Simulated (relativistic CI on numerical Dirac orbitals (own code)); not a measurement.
# Ni²⁰⁺: one ion under different settings

How much do the settings matter for Ni²⁰⁺? One ion, several inputs.

Program: relativistic CI on numerical Dirac orbitals (own code) version 3. Level of theory: Dirac-Coulomb-Breit CI, KLI orbitals optimised for each configuration, model QED (radiative potential, 1s self-energy scaled to tabulated hydrogen-like ionisation energies), numerical settings as typed. These are calculated values, not measurements, unless marked.

**1. Starting point**

| Quantity | Value |
| --- | --- |
| ion | Ni²⁰⁺ (Ni XXI) |
| nuclear charge | 28 |
| electrons | 8 |
| isotope | A = 58 |

**2. The usual input**

The run's settings:

```ini
atom Ni  Z=28  charge=20  electrons=8
nucleus A=58  rms_radius_fm=3.7757
hamiltonian dirac-coulomb  breit=on  qed=on  c_scale=1
orbitals kli  potential=per-configuration
slater_scale 1
correlation none
mixing on
grid step=0.0125 r_max=5.3
scf mixing=0.4 start=green max_iterations=150 tolerance=2e-08 node_fill=0.05
configurations
  [He] 2s2 2p4
  [He] 2s 2p5
  [He] 2p6
  [He] 2p5 3s
  [He] 2p5 3p
end
```

Started as:

```console
python run_levels.py task.json out
```

The settings of every run stand in task.json; they run in order.

Results of the run (chosen fields of its result record, rounded):

```text
status: converged
levels [i, E_cm, J2, conf, term, w_term, w_jj]:
  - [0, 0, 4, "2s2 2p4", "3P", 0.8789, 0.9339]
  - [1, 91555.191, 0, "2s2 2p4", "3P", 0.7245, 0.8399]
  - [2, 127902.36, 2, "2s2 2p4", "3P", 1, 1]
  - [3, 213901.93, 4, "2s2 2p4", "1D", 0.8789, 0.9339]
  - [4, 403428.7, 0, "2s2 2p4", "1S", 0.709, 0.8366]
  - [5, 1050735.6, 4, "2s 2p5", "3P*", 1, 1]
  - [6, 1134151.1, 2, "2s 2p5", "3P*", 0.9514, 0.5523]
  - [7, 1200454.9, 0, "2s 2p5", "3P*", 1, 1]
  - [8, 1456568, 2, "2s 2p5", "1P*", 0.9513, 0.5523]
  - [9, 2442524.1, 0, "2p6", "1S", 0.9799, 0.9799]
  - [10, 10207364, 4, "2p5 3s", "3P*", 1, 1]
  - [11, 10226925, 2, "2p5 3s", "1P*", 0.5662, 0.9893]
  - [12, 10359486, 0, "2p5 3s", "3P*", 1, 1]
  - [13, 10371218, 2, "2p5 3s", "3P*", 0.5662, 0.9893]
  - "... 10 more rows left out ..."
total_energy [Ha]: -1232.2122454
n_levels_all: 24
overlap: 2.18274e-12
scf_iterations: [9, 9, 9, 8, 8]
orbital_energies [Ha]: {"1s": -339.69, "2s": -69.2005, "2p1/2": -65.4559, "2p3/2": -64.7339}
configurations [conf, odd, states, E_av_Ha, breit_Ha, qed_Ha]:
  - ["2s2 2p4", 0, 15, -1232.490335, 0.4818, 0.401]
  - ["2s 2p5", 1, 12, -1227.680518, 0.4898, 0.3808]
  - ["2p6", 0, 1, -1222.138311, 0.5013, 0.3608]
  - ["2p5 3s", 1, 12, -1186.272312, 0.4691, 0.3656]
  - ["2p5 3p", 0, 36, -1185.031765, 0.4708, 0.3606]
scf_steps of the first configuration [iteration, E_Ha, residual, outer_eigenvalue_Ha]:
  - [1, -1225.841657, 2.24, -84.93]
  - [2, -1230.236756, 1.3, -76.06]
  - [3, -1232.486575, 0.0418, -64.66]
  - [4, -1232.49023, 0.0136, -64.85]
  - [5, -1232.490335, 0.000121, -64.73]
  - [6, -1232.490335, 5.07e-05, -64.73]
  - [7, -1232.490335, 6.08e-07, -64.73]
  - [8, -1232.490335, 3.16e-08, -64.73]
  - [9, -1232.490335, 5.64e-10, -64.73]
```

Wall time 0.22 s (1 thread, shared host).

**3. Slater scale 0.5**

Settings: those of step 2 with these lines changed.

```diff
@@ -4,3 +4,3 @@
 orbitals kli  potential=per-configuration
-slater_scale 1
+slater_scale 0.5
 correlation none
```

Result record:

```text
status: converged
levels [i, E_cm, J2, conf, term, w_term]:
  - [0, 0, 4, "2s2 2p4", "3P", 0.8026]
  - [1, 61007.186, 0, "2s2 2p4", "3P", 0.5568]
  - [2, 136609.59, 2, "2s2 2p4", "3P", 1]
  - [3, 175405, 4, "2s2 2p4", "1D", 0.8026]
  - [4, 343683.78, 0, "2s2 2p4", "1S", 0.5539]
  - [5, 1073950.2, 4, "2s 2p5", "3P*", 1]
  - [6, 1141414.6, 2, "2s 2p5", "3P*", 0.8282]
  - [7, 1223745.2, 0, "2s 2p5", "3P*", 1]
  - "... 16 more rows left out ..."
total_energy [Ha]: -1232.124495
n_levels_all: 24
overlap: 2.18274e-12
scf_iterations: [9, 9, 9, 8, 8]
orbital_energies [Ha]: {"1s": -339.69, "2s": -69.2005, "2p1/2": -65.4559, "2p3/2": -64.7339}
configurations [conf, odd, states, E_av_Ha, breit_Ha, qed_Ha]:
  - ["2s2 2p4", 0, 15, -1232.490335, 0.4818, 0.401]
  - ["2s 2p5", 1, 12, -1227.680518, 0.4898, 0.3808]
  - ["2p6", 0, 1, -1222.138311, 0.5013, 0.3608]
  - ["2p5 3s", 1, 12, -1186.272312, 0.4691, 0.3656]
  - ["2p5 3p", 0, 36, -1185.031765, 0.4708, 0.3606]
scf_steps of the first configuration [iteration, E_Ha, residual, outer_eigenvalue_Ha]:
  - [1, -1225.841657, 2.24, -84.93]
  - [2, -1230.236756, 1.3, -76.06]
  - [3, -1232.486575, 0.0418, -64.66]
  - [4, -1232.49023, 0.0136, -64.85]
  - [5, -1232.490335, 0.000121, -64.73]
  - [6, -1232.490335, 5.07e-05, -64.73]
  - [7, -1232.490335, 6.08e-07, -64.73]
  - [8, -1232.490335, 3.16e-08, -64.73]
  - [9, -1232.490335, 5.64e-10, -64.73]
```

Run time: 0.21 s. Hardware: 1 thread, shared host.

**4. Speed-of-light factor 10, iteration limit 30, Slater scale 1.2**

The run's settings:

```ini
atom Ni  Z=28  charge=20  electrons=8
nucleus A=58  rms_radius_fm=3.7757
hamiltonian dirac-coulomb  breit=on  qed=on  c_scale=10
orbitals kli  potential=per-configuration
slater_scale 1.2
correlation none
mixing on
grid step=0.0125 r_max=5.3
scf mixing=0.4 start=green max_iterations=30 tolerance=2e-08 node_fill=0.05
configurations
  [He] 2s2 2p4
  [He] 2s 2p5
  [He] 2p6
  [He] 2p5 3s
  [He] 2p5 3p
end
```

Result record:

```text
status: converged
levels [i, E_cm, J2, conf, term, w_term]:
  - [0, 0, 4, "2s2 2p4", "3P", 1]
  - [1, 1024.5081, 2, "2s2 2p4", "3P", 1]
  - [2, 1513.3254, 0, "2s2 2p4", "3P", 1]
  - [3, 134669.06, 4, "2s2 2p4", "1D", 1]
  - [4, 268061.09, 0, "2s2 2p4", "1S", 0.9638]
  - [5, 889662.6, 4, "2s 2p5", "3P*", 1]
  - [6, 890652.31, 2, "2s 2p5", "3P*", 1]
  - [7, 891159.47, 0, "2s 2p5", "3P*", 1]
  - "... 16 more rows left out ..."
total_energy [Ha]: -1221.0778934
n_levels_all: 24
overlap: 2.25308e-12
scf_iterations: [9, 9, 9, 8, 8]
orbital_energies [Ha]: {"1s": -336.324, "2s": -68.3481, "2p1/2": -64.7075, "2p3/2": -64.7004}
configurations [conf, odd, states, E_av_Ha, breit_Ha, qed_Ha]:
  - ["2s2 2p4", 0, 15, -1221.087097, 0.00476, 0.3125]
  - ["2s 2p5", 1, 12, -1216.863825, 0.004843, 0.2973]
  - ["2p6", 0, 1, -1211.910352, 0.004959, 0.2823]
  - ["2p5 3s", 1, 12, -1176.071972, 0.004639, 0.2859]
  - ["2p5 3p", 0, 36, -1174.977523, 0.004656, 0.2821]
scf_steps of the first configuration [iteration, E_Ha, residual, outer_eigenvalue_Ha]:
  - [1, -1214.658923, 2.19, -84.69]
  - [2, -1218.905247, 1.27, -75.92]
  - [3, -1221.083501, 0.0401, -64.63]
  - [4, -1221.087022, 0.013, -64.81]
  - [5, -1221.087097, 0.000108, -64.7]
  - [6, -1221.087097, 5.26e-05, -64.7]
  - [7, -1221.087097, 7.76e-07, -64.7]
  - [8, -1221.087097, 4.16e-08, -64.7]
  - [9, -1221.087097, 4.93e-09, -64.7]
```

Run time: 0.2 s. Hardware: 1 thread, shared host.

A changed speed of light describes a fictitious ion. The QED potentials keep the true α.

**5. Breit term off**

The run's settings:

```ini
atom Ni  Z=28  charge=20  electrons=8
nucleus A=58  rms_radius_fm=3.7757
hamiltonian dirac-coulomb  breit=off  qed=on  c_scale=1
orbitals kli  potential=per-configuration
slater_scale 1
correlation none
mixing on
grid step=0.0125 r_max=5.3
scf mixing=0.4 start=green max_iterations=150 tolerance=2e-08 node_fill=0.05
configurations
  [He] 2s2 2p4
  [He] 2s 2p5
  [He] 2p6
  [He] 2p5 3s
  [He] 2p5 3p
end
```

Result record:

```text
status: converged
levels [i, E_cm, J2, conf, term, w_term]:
  - [0, 0, 4, "2s2 2p4", "3P", 0.874]
  - [1, 90219.777, 0, "2s2 2p4", "3P", 0.7137]
  - [2, 129796.41, 2, "2s2 2p4", "3P", 1]
  - [3, 217914.9, 4, "2s2 2p4", "1D", 0.874]
  - [4, 407128.35, 0, "2s2 2p4", "1S", 0.6985]
  - [5, 1049807.9, 4, "2s 2p5", "3P*", 1]
  - [6, 1134679.1, 2, "2s 2p5", "3P*", 0.9482]
  - [7, 1202170, 0, "2s 2p5", "3P*", 1]
  - "... 16 more rows left out ..."
total_energy [Ha]: -1232.7024342
n_levels_all: 24
overlap: 2.18274e-12
scf_iterations: [9, 9, 9, 8, 8]
orbital_energies [Ha]: {"1s": -339.69, "2s": -69.2005, "2p1/2": -65.4559, "2p3/2": -64.7339}
configurations [conf, odd, states, E_av_Ha, breit_Ha, qed_Ha]:
  - ["2s2 2p4", 0, 15, -1232.490335, 0, 0.401]
  - ["2s 2p5", 1, 12, -1227.680518, 0, 0.3808]
  - ["2p6", 0, 1, -1222.138311, 0, 0.3608]
  - ["2p5 3s", 1, 12, -1186.272312, 0, 0.3656]
  - ["2p5 3p", 0, 36, -1185.031765, 0, 0.3606]
scf_steps of the first configuration [iteration, E_Ha, residual, outer_eigenvalue_Ha]:
  - [1, -1225.841657, 2.24, -84.93]
  - [2, -1230.236756, 1.3, -76.06]
  - [3, -1232.486575, 0.0418, -64.66]
  - [4, -1232.49023, 0.0136, -64.85]
  - [5, -1232.490335, 0.000121, -64.73]
  - [6, -1232.490335, 5.07e-05, -64.73]
  - [7, -1232.490335, 6.08e-07, -64.73]
  - [8, -1232.490335, 3.16e-08, -64.73]
  - [9, -1232.490335, 5.64e-10, -64.73]
```

Run time: 0.19 s. Hardware: 1 thread, shared host.

**6. End of the grid 7.95**

The run's settings:

```ini
atom Ni  Z=28  charge=20  electrons=8
nucleus A=58  rms_radius_fm=3.7757
hamiltonian dirac-coulomb  breit=on  qed=on  c_scale=1
orbitals kli  potential=per-configuration
slater_scale 1
correlation none
mixing on
grid step=0.0125 r_max=7.95
scf mixing=0.4 start=green max_iterations=150 tolerance=2e-08 node_fill=0.05
configurations
  [He] 2s2 2p4
  [He] 2s 2p5
  [He] 2p6
  [He] 2p5 3s
  [He] 2p5 3p
end
```

Result record:

```text
status: converged
levels [i, E_cm, J2, conf, term, w_term]:
  - [0, 0, 4, "2s2 2p4", "3P", 0.8789]
  - [1, 91555.191, 0, "2s2 2p4", "3P", 0.7245]
  - [2, 127902.36, 2, "2s2 2p4", "3P", 1]
  - [3, 213901.93, 4, "2s2 2p4", "1D", 0.8789]
  - [4, 403428.7, 0, "2s2 2p4", "1S", 0.709]
  - [5, 1050735.6, 4, "2s 2p5", "3P*", 1]
  - [6, 1134151.1, 2, "2s 2p5", "3P*", 0.9514]
  - [7, 1200454.9, 0, "2s 2p5", "3P*", 1]
  - "... 16 more rows left out ..."
total_energy [Ha]: -1232.2122454
n_levels_all: 24
overlap: 2.18161e-12
scf_iterations: [9, 9, 9, 8, 8]
orbital_energies [Ha]: {"1s": -339.69, "2s": -69.2005, "2p1/2": -65.4559, "2p3/2": -64.7339}
configurations [conf, odd, states, E_av_Ha, breit_Ha, qed_Ha]:
  - ["2s2 2p4", 0, 15, -1232.490335, 0.4818, 0.401]
  - ["2s 2p5", 1, 12, -1227.680518, 0.4898, 0.3808]
  - ["2p6", 0, 1, -1222.138311, 0.5013, 0.3608]
  - ["2p5 3s", 1, 12, -1186.272312, 0.4691, 0.3656]
  - ["2p5 3p", 0, 36, -1185.031765, 0.4708, 0.3606]
scf_steps of the first configuration [iteration, E_Ha, residual, outer_eigenvalue_Ha]:
  - [1, -1225.841657, 2.24, -84.93]
  - [2, -1230.236756, 1.3, -76.06]
  - [3, -1232.486575, 0.0418, -64.66]
  - [4, -1232.49023, 0.0136, -64.85]
  - [5, -1232.490335, 0.000121, -64.73]
  - [6, -1232.490335, 5.07e-05, -64.73]
  - [7, -1232.490335, 6.08e-07, -64.73]
  - [8, -1232.490335, 3.17e-08, -64.73]
  - [9, -1232.490335, 5.64e-10, -64.73]
```

Run time: 0.2 s. Hardware: 1 thread, shared host.

**7. Tolerance 1e-14**

Settings: those of step 6 with these lines changed.

```diff
@@ -7,4 +7,4 @@
 mixing on
-grid step=0.0125 r_max=7.95
-scf mixing=0.4 start=green max_iterations=150 tolerance=2e-08 node_fill=0.05
+grid step=0.0125 r_max=5.3
+scf mixing=0.4 start=green max_iterations=55 tolerance=1e-14 node_fill=0.05
 configurations
```

Result record:

```text
status: converged
levels [i, E_cm, J2, conf, term, w_term]:
  - [0, 0, 4, "2s2 2p4", "3P", 0.8789]
  - [1, 91555.191, 0, "2s2 2p4", "3P", 0.7245]
  - [2, 127902.36, 2, "2s2 2p4", "3P", 1]
  - [3, 213901.93, 4, "2s2 2p4", "1D", 0.8789]
  - [4, 403428.7, 0, "2s2 2p4", "1S", 0.709]
  - [5, 1050735.6, 4, "2s 2p5", "3P*", 1]
  - [6, 1134151.1, 2, "2s 2p5", "3P*", 0.9514]
  - [7, 1200454.9, 0, "2s 2p5", "3P*", 1]
  - "... 16 more rows left out ..."
total_energy [Ha]: -1232.2122454
n_levels_all: 24
overlap: 2.18219e-12
scf_iterations: [18, 19, 13, 22, 19]
orbital_energies [Ha]: {"1s": -339.69, "2s": -69.2005, "2p1/2": -65.4559, "2p3/2": -64.7339}
configurations [conf, odd, states, E_av_Ha, breit_Ha, qed_Ha]:
  - ["2s2 2p4", 0, 15, -1232.490335, 0.4818, 0.401]
  - ["2s 2p5", 1, 12, -1227.680518, 0.4898, 0.3808]
  - ["2p6", 0, 1, -1222.138311, 0.5013, 0.3608]
  - ["2p5 3s", 1, 12, -1186.272312, 0.4691, 0.3656]
  - ["2p5 3p", 0, 36, -1185.031765, 0.4708, 0.3606]
scf_steps of the first configuration [iteration, E_Ha, residual, outer_eigenvalue_Ha]:
  - [1, -1225.841657, 2.24, -84.93]
  - [2, -1230.236756, 1.3, -76.06]
  - [3, -1232.486575, 0.0418, -64.66]
  - [4, -1232.49023, 0.0136, -64.85]
  - [5, -1232.490335, 0.000121, -64.73]
  - [6, -1232.490335, 5.07e-05, -64.73]
  - [7, -1232.490335, 6.08e-07, -64.73]
  - [8, -1232.490335, 3.16e-08, -64.73]
  - [9, -1232.490335, 5.64e-10, -64.73]
  - [10, -1232.490335, 8.66e-12, -64.73]
  - [11, -1232.490335, 1.59e-12, -64.73]
  - [12, -1232.490335, 4.53e-12, -64.73]
  - [13, -1232.490335, 1.77e-13, -64.73]
  - [14, -1232.490335, 4.9e-13, -64.73]
  - [15, -1232.490335, 3.48e-14, -64.73]
  - [16, -1232.490335, 5.57e-14, -64.73]
  - [17, -1232.490335, 4.26e-14, -64.73]
  - [18, -1232.490335, 7.02e-16, -64.73]
```

Run time: 0.22 s. Hardware: 1 thread, shared host.

An extreme setting, but here it did no harm: energy and levels are those of the usual run.

**8. Potential mixing 1.3**

Settings: those of step 7 with these lines changed.

```diff
@@ -8,3 +8,3 @@
 grid step=0.0125 r_max=5.3
-scf mixing=0.4 start=green max_iterations=55 tolerance=1e-14 node_fill=0.05
+scf mixing=1.3 start=green max_iterations=66 tolerance=2e-08 node_fill=0.05
 configurations
```

Result record:

```text
status: converged
levels [i, E_cm, J2, conf, term, w_term]:
  - [0, 0, 4, "2s2 2p4", "3P", 0.8789]
  - [1, 91555.191, 0, "2s2 2p4", "3P", 0.7245]
  - [2, 127902.36, 2, "2s2 2p4", "3P", 1]
  - [3, 213901.93, 4, "2s2 2p4", "1D", 0.8789]
  - [4, 403428.7, 0, "2s2 2p4", "1S", 0.709]
  - [5, 1050735.6, 4, "2s 2p5", "3P*", 1]
  - [6, 1134151.1, 2, "2s 2p5", "3P*", 0.9514]
  - [7, 1200454.9, 0, "2s 2p5", "3P*", 1]
  - "... 16 more rows left out ..."
total_energy [Ha]: -1232.2122454
n_levels_all: 24
overlap: 2.18269e-12
scf_iterations: [8, 8, 9, 8, 8]
orbital_energies [Ha]: {"1s": -339.69, "2s": -69.2005, "2p1/2": -65.4559, "2p3/2": -64.7339}
configurations [conf, odd, states, E_av_Ha, breit_Ha, qed_Ha]:
  - ["2s2 2p4", 0, 15, -1232.490335, 0.4818, 0.401]
  - ["2s 2p5", 1, 12, -1227.680518, 0.4898, 0.3808]
  - ["2p6", 0, 1, -1222.138311, 0.5013, 0.3608]
  - ["2p5 3s", 1, 12, -1186.272312, 0.4691, 0.3656]
  - ["2p5 3p", 0, 36, -1185.031765, 0.4708, 0.3606]
scf_steps of the first configuration [iteration, E_Ha, residual, outer_eigenvalue_Ha]:
  - [1, -1225.841657, 2.24, -84.93]
  - [2, -1230.981401, 0.999, -57.72]
  - [3, -1232.488065, 0.0331, -64.87]
  - [4, -1232.490336, 0.00196, -64.75]
  - [5, -1232.490335, 8.08e-05, -64.73]
  - [6, -1232.490335, 2.95e-06, -64.73]
  - [7, -1232.490335, 3.55e-07, -64.73]
  - [8, -1232.490335, 1.13e-09, -64.73]
```

Run time: 0.19 s. Hardware: 1 thread, shared host.

The value lies outside the usual range, yet the result is unchanged in this case.

**9. The runs side by side**

| setting | total energy less usual (Ha) | largest shift of a level among the lowest eight of both runs, same label and place (cm⁻¹) | SCF iterations | time | lowest level | kind of change |
| --- | --- | --- | --- | --- | --- | --- |
| usual | 0 | 0 | 43 | 0.22 s | 2p4 3P2 | - |
| Slater scale 0.5 | 0.0878 | 59700 | 43 | 0.21 s | 2p4 3P2 | model term |
| speed-of-light factor 10, iteration limit 30, Slater scale 1.2 | 11.1 | 309000 | 43 | 0.2 s | 2p4 3P2 | unphysical constant |
| Breit term off | -0.49 | 4010 | 43 | 0.19 s | 2p4 3P2 | model term |
| end of the grid 7.95 | 0 | 0 | 43 | 0.2 s | 2p4 3P2 | numerical |
| tolerance 1e-14 | 0 | 0 | 91 | 0.22 s | 2p4 3P2 | extreme, harmless here |
| potential mixing 1.3 | 0 | 0 | 41 | 0.19 s | 2p4 3P2 | extreme, harmless here |

**10. Results**

| quantity | value |
| --- | --- |
| lowest level, usual settings | 2p4 3P2 |
| total energy | -1232.2122 Ha |
| first excitation | 91555 cm⁻¹ |

What this shows: Among the runs whose levels can be followed, they move most under «speed-of-light factor 10, iteration limit 30, Slater scale 1.2» (unphysical constant), by up to 309000 cm⁻¹. No visible change in the result comes from «end of the grid 7.95» or «tolerance 1e-14» or «potential mixing 1.3». «Tolerance 1e-14» costs 91 SCF iterations against 43. Only the listed configurations are in the model.
